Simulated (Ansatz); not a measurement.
# Ga3Te3As (Cm) in Ansatz: a series of runs

Aim: see how the results for Ga3Te3As move with the level of theory and the settings. Levels: PBEsol, LDA. Tasks: band structure.

Everything below comes from runs of Ansatz 0.2.0. Logs are shortened: lines on timing, memory, paths and dates and some standing lists are left out, and cuts for length are marked.

**1. The structure**

It takes space group Cm (No. 8, monoclinic). Conventional cell: a = 13.921 Å, b = 4.172 Å, c = 7.308 Å, α = 90.00°, β = 98.97°, γ = 90.00°. Around Te (site symmetry m) lie 3 Ga at 2.67 to 2.71 Å. Te (site symmetry m) has 3 Ga at 2.70 to 2.75 Å as nearest neighbours. Around Te (site symmetry m) lie 2 Ga at 2.58 to 2.60 Å. As (site symmetry m) is surrounded by 4 Ga at 2.51 to 2.54 Å. Ga (site symmetry m) has 2 As at 2.54 Å and 2 Te at 2.60 to 2.75 Å as nearest neighbours. Around Ga (site symmetry m) lie 1 As at 2.54 Å and 3 Te at 2.58 to 2.71 Å. Ga (site symmetry m) has 1 As at 2.51 Å and 3 Te at 2.67 to 2.70 Å as nearest neighbours.

The cell comes from a database or a generator and needn't be the stable form of this composition.

**2. Band structure, PBEsol**

Input file input.yaml:

```yaml
crystal:
  lattice:
    - [6.9606365493, -2.0860307654, 0.0]
    - [6.9606365493, 2.0860307654, 0.0]
    - [-1.1393950188, 0.0, 7.2187191752]
  atoms:
    - { symbol: Te, position: [0.804741, 0.804741, 0.966337] }
    - { symbol: Te, position: [0.5738965, 0.5738965, 0.19191] }
    - { symbol: Te, position: [0.3091, 0.3091, 0.418561] }
    - { symbol: As, position: [0.066518, 0.066518, 0.685731] }
    - { symbol: Ga, position: [0.496856, 0.496856, 0.516933] }
    - { symbol: Ga, position: [0.2508765, 0.2508765, 0.73711] }
    - { symbol: Ga, position: [0.998012, 0.998012, 0.983419] }
kpoints:
  mp_grid: { grid: [7, 7, 4] }
  band_path:
    path:
      - [0.0, 0.0, 0.0]
      - [-0.5, -0.5, 1.0]
      - [0.2139371808, 0.2139371808, 1.3012891541]
      - [-0.5, -0.5, 0.5]
      - [-0.2661782054, -0.7338217946, 0.5]
    npoints: 10
scf:
  occupations: { method: fermi_dirac, width: 0.05 }
hamiltonian:
  xc: pbesol
  pseudopotentials: { kind: all_electron, lapw: { basis_error: 0.002 } }
output:
  forces: true
  stress: true
  eigenvalues: true
```

Potentials or basis: all-electron LAPW, scalar-relativistic.

Command:

```bash
> ansatz run input.yaml --threads 4 --pin off --max-ram 12288MiB --backend cpu --events-out ev --progress --plain --runs-dir out
```

Output:

```text
Warning: RAYON_NUM_THREADS=4 ignored (pool sized by the plan → 4); use --threads N
LAPW: plane waves up to 8.476 Å⁻¹, error target 2.0e-3 eV per atom; small_component_spin mean_spin; Ga in spheres of 1.266 Å, 21 of its electrons in bands, Dirac shells []; As in spheres of 1.242 Å, 23 of its electrons in bands, Dirac shells []; Te in spheres of 1.310 Å, 24 of its electrons in bands, Dirac shells [] (how accurate: hamiltonian.pseudopotentials.lapw.basis_error, Limitations)
Engine: ansatz 0.2.0, x86_64-unknown-linux-gnu
Pseudopotentials: kind: all_electron
Pseudopotential: Te, LAPW, valence charge 24, lapw/all_electron/scalar/gaussian/Te, Koelling and Harmon's equation, gaussian nucleus
Pseudopotential: As, LAPW, valence charge 23, lapw/all_electron/scalar/gaussian/As, Koelling and Harmon's equation, gaussian nucleus
Pseudopotential: Ga, LAPW, valence charge 21, lapw/all_electron/scalar/gaussian/Ga, Koelling and Harmon's equation, gaussian nucleus
Functional definition: PBEsol
  exchange = pbesol_x
  correlation = pbesol_c
Crystal: 7 atoms, lattice volume = 209.633 Å³
Basis set: ecut = 273.68876798327636 eV, 2161 PW (Γ), FFT grids on a1−a2, a2, a3, exchange–correlation at level 2
Bands: 95, of which v1, the nominal top of the filled ones, is band 79 counted from 1 (78 counted from 0)
Symmetry: 2 space group operations
Space group: Cm (ITA 8), of the structure as read, at distance tolerance 5.9e-5 Å
k-points: 60 of 196 (time reversal used)
Non-local potential: Te, projectors of the file, none
Non-local potential: As, projectors of the file, none
Non-local potential: Ga, projectors of the file, none
Initial density: superposition of atomic densities (chi_scale 0.1, normalization cell, long waves kept (reshape's long-wave potential 0.10 eV rms))
Initial wavefunctions: plane waves of lowest kinetic energy (no species holds an atomic orbital)
Functional: x = pbesol(κ = 0.804, μ = 0.12345679012345678), c = pbesol(β = 0.046)
iter 1 solved again at ethr=8.52e-4 eV; its pass at ethr=1.00e-1 eV (dr2=1.35e0 eV) is discarded
SCF iter   1: F=—  HF=-774481.018093 eV  |F-HF|=—  |Δ(HF+E_count)|=         —  Δρ=2.04e-2  dr2=1.35e0  ethr=8.52e-4  ⟨swp⟩=2.1  Hψ=36068  notcnv=0
preconditioner: auto → Resta (q_TF=auto, 2.603 Å⁻¹)  ε∞=3.0  [insulator: Δε(μ)=0.331 eV  Ē_g=14.209 eV  σ=0.050 eV  W_gap=0.81  n_scr=58 (ndim 8)  ℏωp=20.2 eV  f_vac=0.136  D(μ)=0.19/eV (n_scr^D=0)  ε∞_Penn≈3.0]
SCF iter   2: F=—  HF=-774480.664303 eV  |F-HF|=—  |Δ(HF+E_count)|=   3.54e-1  Δρ=1.10e-2  dr2=3.30e-1  ethr=8.52e-4  ⟨swp⟩=2.8  Hψ=16810  notcnv=0
SCF iter   3: F=—  HF=-774480.612310 eV  |F-HF|=—  |Δ(HF+E_count)|=   5.20e-2  Δρ=4.85e-3  dr2=6.87e-2  ethr=2.09e-4  ⟨swp⟩=2.0  Hψ=16733  notcnv=0
SCF iter   4: F=—  HF=-774480.582102 eV  |F-HF|=—  |Δ(HF+E_count)|=         —  Δρ=1.73e-3  dr2=1.08e-2  ethr=4.34e-5  ⟨swp⟩=2.2  Hψ=15827  notcnv=0
the basis was enlarged: its passes take 392.5 KiB over the memory plan, 4 of 4 planned eigensolver slots
SCF iter   5: F=—  HF=-774480.580883 eV  |F-HF|=—  |Δ(HF+E_count)|=   1.22e-3  Δρ=5.04e-4  dr2=1.18e-3  ethr=6.86e-6  ⟨swp⟩=2.0  Hψ=15799  notcnv=0
SCF iter   6: F=—  HF=-774480.581349 eV  |F-HF|=—  |Δ(HF+E_count)|=   4.66e-4  Δρ=2.19e-4  dr2=1.53e-4  ethr=7.50e-7  ⟨swp⟩=3.0  Hψ=16410  notcnv=0
SCF iter   7: F=—  HF=-774480.581473 eV  |F-HF|=—  |Δ(HF+E_count)|=   1.24e-4  Δρ=8.14e-5  dr2=1.76e-5  ethr=9.69e-8  ⟨swp⟩=3.0  Hψ=16597  notcnv=0
SCF iter   8: F=—  HF=-774480.581493 eV  |F-HF|=—  |Δ(HF+E_count)|=   1.93e-5  Δρ=2.80e-5  dr2=2.51e-6  ethr=1.11e-8  ⟨swp⟩=3.0  Hψ=16618  notcnv=0
SCF iter   9: F=—  HF=-774480.581495 eV  |F-HF|=—  |Δ(HF+E_count)|=   2.40e-6  Δρ=1.07e-5  dr2=5.58e-7  ethr=1.59e-9  ⟨swp⟩=3.0  Hψ=16632  notcnv=0
SCF iter  10: F=—  HF=-774480.581496 eV  |F-HF|=—  |Δ(HF+E_count)|=   3.28e-7  Δρ=4.25e-6  dr2=5.67e-8  ethr=3.53e-10  ⟨swp⟩=3.0  Hψ=16568  notcnv=0
SCF iter  11: F=-774480.581496 eV  HF=-774480.581496 eV  |F-HF|=1.40e-9  |Δ(HF+E_count)|=   6.15e-8  Δρ=2.05e-6  dr2=1.36e-8  ethr=3.59e-11  ⟨swp⟩=3.0  Hψ=16614  notcnv=0
SCF 1 converged in 11 iterations: F = -774480.581496 eV  dr2 = 1.36e-8
NSCF: frozen V_eff on 41 k-points
SCF converged after 11 iterations
Free energy (F): -774480.581496 eV
Harris-Foulkes:  -774480.581496 eV  (|F-HF|=1.40e-9)
Internal energy: -774480.575149 eV  (E = F + TS)
E sigma→0 (E₀):  -774480.578322 eV
Entropy (-TS):   -0.006347 eV (-0.907 meV/atom)
Fermi energy:    8.961677 eV
--- Per-component energies (eV) ---
  E_band       = -7330.333282
  E_kinetic    = 809991.750978
  E_xc         = -22427.705444
  E_electrostatic = -1562044.620683  (all electrons and nuclei)
  E_smearing   = -0.006347  (= −TS)
  E_closure    = 0.000000  (closes the sum)
  E_atoms      = -774453.142021  (free atoms, spherical and without spin; not in F)
  Σ components = -774480.581496   (vs F -774480.581496, Δ=0.00e0)
  Basis errors (estimates in eV, not in F): energy 9.0e-4 per atom: plane waves 8.1e-4 (4.9e-4 summed), levels above the bands 7.5e-65, relativity 1.1e-8, radial functions 8.2e-5, core shells 4.0e-8; eigenvalues (radial functions only) 1.9e-6; not estimated: angular momenta, meshes, grids; target (lapw.basis_error) 2.0e-3; muffin-tin radii Ga 1.266 Å, As 1.242 Å, Te 1.310 Å
--- Forces (eV/Å), atoms counted from 1 ---
  atom   1  Te     0.05313354     0.00000000    -0.08224098
  atom   2  Te    -0.04818612     0.00000000    -0.03878738
  atom   3  Te     0.06193830    -0.00000000     0.15781500
  atom   4  As    -0.03345100     0.00000000     0.02580079
  atom   5  Ga    -0.03525173     0.00000000    -0.04212759
  atom   6  Ga    -0.00404178    -0.00000000    -0.02619051
  atom   7  Ga     0.00585460    -0.00000000     0.00573318
  max |Σ_I F_I| component: 4.19e-6 eV/Å
--- Stress (GPa, compression-positive) ---
       -2.487561      -0.000000       0.033947
       -0.000000      -2.342635       0.000000
        0.033947       0.000000      -2.460352
  P = ⅓ Tr σ = -2.4302 GPa (-24.302 kbar)
--- Band table (eV; the first three rows and the last of 60) ---
  k-point 0: bands = ["-176.1378", "-150.6194", "-150.6168", "-149.9095", "-135.1420", "-134.9668", "-134.9564", "-119.7063", "-119.6959", "-119.6912", "-100.7499", "-100.7451", "-100.7448", "-100.7362", "-100.6815", "-100.6685", "-100.0831", "-100.0462", "-99.9088", "-86.0577", "-86.0493", "-86.0254", "-85.8990", "-85.8691", "-85.8673", "-85.8577", "-85.8501", "-85.8394", "-28.2101", "-28.2081", "-28.2072", "-28.2027", "-28.1515", "-28.1409", "-28.1372", "-28.1354", "-28.1256", "-28.1141", "-27.5592", "-27.5497", "-27.4224", "-27.3884", "-27.3643", "-26.9530", "-26.9450", "-26.9442", "-26.9369", "-26.9337", "-6.6497", "-6.6286", "-6.6197", "-6.5817", "-6.5718", "-6.4848", "-6.4769", "-6.4513", "-6.4356", "-6.4313", "-6.4290", "-6.4069", "-6.4006", "-6.3934", "-6.3834", "-3.8446", "-2.6789", "-2.3441", "-1.8655", "1.9862", "2.1740", "3.7626", "5.0535", "5.7471", "6.2693", "6.6316", "7.1070", "7.4366", "8.0559", "8.2265", "8.4832", "8.9508", "9.5505", "10.1678", "11.5258", "11.8511", "11.9065", "12.2318", "12.5472", "12.8057", "13.6945", "13.9582", "14.3694", "14.4909", "14.9628", "15.6369", "16.0455"]
  k-point 1: bands = ["-176.1378", "-150.6194", "-150.6168", "-149.9095", "-135.1420", "-134.9668", "-134.9564", "-119.7063", "-119.6959", "-119.6912", "-100.7499", "-100.7451", "-100.7448", "-100.7362", "-100.6815", "-100.6685", "-100.0831", "-100.0462", "-99.9088", "-86.0577", "-86.0493", "-86.0254", "-85.8990", "-85.8691", "-85.8673", "-85.8577", "-85.8501", "-85.8394", "-28.2101", "-28.2081", "-28.2072", "-28.2027", "-28.1515", "-28.1409", "-28.1372", "-28.1354", "-28.1256", "-28.1141", "-27.5592", "-27.5497", "-27.4224", "-27.3884", "-27.3642", "-26.9530", "-26.9450", "-26.9442", "-26.9369", "-26.9337", "-6.6489", "-6.6284", "-6.6195", "-6.5816", "-6.5717", "-6.4866", "-6.4765", "-6.4516", "-6.4358", "-6.4313", "-6.4292", "-6.4070", "-6.4006", "-6.3934", "-6.3834", "-3.7270", "-2.8476", "-2.4321", "-1.8138", "1.9494", "2.5717", "4.0514", "4.7386", "5.9795", "6.3515", "6.3725", "6.6812", "7.1051", "7.2586", "7.9506", "8.7606", "9.5202", "10.1161", "10.2533", "11.4351", "11.8944", "12.3224", "12.3486", "12.7733", "13.0984", "13.6106", "13.9829", "14.2185", "14.4554", "15.4610", "15.9825", "16.3772"]
  k-point 2: bands = ["-176.1378", "-150.6194", "-150.6168", "-149.9095", "-135.1420", "-134.9668", "-134.9564", "-119.7063", "-119.6959", "-119.6912", "-100.7499", "-100.7451", "-100.7448", "-100.7362", "-100.6815", "-100.6685", "-100.0831", "-100.0462", "-99.9088", "-86.0577", "-86.0493", "-86.0254", "-85.8990", "-85.8691", "-85.8673", "-85.8577", "-85.8501", "-85.8394", "-28.2101", "-28.2081", "-28.2072", "-28.2027", "-28.1515", "-28.1409", "-28.1372", "-28.1354", "-28.1256", "-28.1141", "-27.5592", "-27.5497", "-27.4224", "-27.3884", "-27.3642", "-26.9530", "-26.9450", "-26.9442", "-26.9369", "-26.9337", "-6.6481", "-6.6281", "-6.6194", "-6.5815", "-6.5716", "-6.4884", "-6.4761", "-6.4518", "-6.4359", "-6.4314", "-6.4293", "-6.4071", "-6.4005", "-6.3934", "-6.3834", "-3.5091", "-3.1647", "-2.4103", "-1.8248", "2.0090", "2.9384", "4.4426", "4.8228", "5.0702", "6.1087", "6.5437", "6.7150", "7.0407", "7.0648", "7.5009", "8.5820", "10.0636", "10.2486", "10.5234", "11.2906", "11.9284", "12.8919", "12.9255", "13.0847", "13.3806", "13.4683", "13.8984", "13.9577", "14.8616", "15.1940", "15.4314", "15.9872"]
  k-point 59: bands = ["-176.1378", "-150.6194", "-150.6168", "-149.9095", "-135.1420", "-134.9668", "-134.9564", "-119.7063", "-119.6959", "-119.6912", "-100.7499", "-100.7451", "-100.7448", "-100.7362", "-100.6815", "-100.6685", "-100.0831", "-100.0462", "-99.9088", "-86.0577", "-86.0493", "-86.0254", "-85.8990", "-85.8691", "-85.8673", "-85.8577", "-85.8501", "-85.8394", "-28.2102", "-28.2078", "-28.2068", "-28.2028", "-28.1515", "-28.1410", "-28.1371", "-28.1355", "-28.1255", "-28.1139", "-27.5592", "-27.5496", "-27.4225", "-27.3885", "-27.3639", "-26.9529", "-26.9450", "-26.9442", "-26.9369", "-26.9337", "-6.6499", "-6.6269", "-6.6229", "-6.5810", "-6.5729", "-6.4906", "-6.4747", "-6.4488", "-6.4436", "-6.4306", "-6.4251", "-6.4071", "-6.3986", "-6.3960", "-6.3831", "-3.1148", "-2.8948", "-2.6933", "-2.1462", "2.8540", "3.0484", "3.2449", "5.2466", "5.7125", "5.9464", "6.1908", "6.3034", "6.5678", "6.7023", "6.9420", "8.3066", "10.2812", "10.4005", "10.7597", "11.3228", "11.6620", "11.8474", "12.2086", "13.2297", "13.3576", "13.5719", "13.7988", "14.1967", "14.8792", "15.3858", "15.4768", "16.2246"]
```

Wall time 3.5 min (4 threads of Intel Xeon Platinum 8259CL at 2.50GHz (Skylake/Cascade Lake), shared host); peak memory 1.8 GiB.

What came out:

```
Free energy             : -774480.5815 eV
Pressure                : -2.4 GPa
Largest force           : 0.170 eV/Å
Band gap along the path : none (metal or under the smearing width)
```

Forces on the atoms (eV/Å):
```
Te   0.053  0.000 -0.082
Te  -0.048  0.000 -0.039
Te   0.062  0.000  0.158
As  -0.033  0.000  0.026
Ga  -0.035  0.000 -0.042
Ga  -0.004  0.000 -0.026
Ga   0.006  0.000  0.006
```

Levels at the corners of the path, in eV from the Fermi level:
| point | band 77 | band 78 | band 79 | band 80 | band 81 | band 82 |
| --- | --- | --- | --- | --- | --- | --- |
| Γ | -0.91 | -0.74 | -0.48 | -0.01 | 0.59 | 1.21 |
| Y | -1.56 | -1.17 | -0.05 | 0.06 | 0.24 | 0.45 |
| F | -1.83 | -1.40 | -0.26 | 0.60 | 1.08 | 1.32 |
| L | -2.28 | -1.62 | -0.13 | 0.90 | 1.03 | 1.35 |
| I | -2.24 | -2.03 | -1.14 | 0.58 | 0.60 | 0.97 |

Caveat: spin-orbit coupling is left out, which moves the levels of the heavy elements.

(Continued in part 2 of 2.)
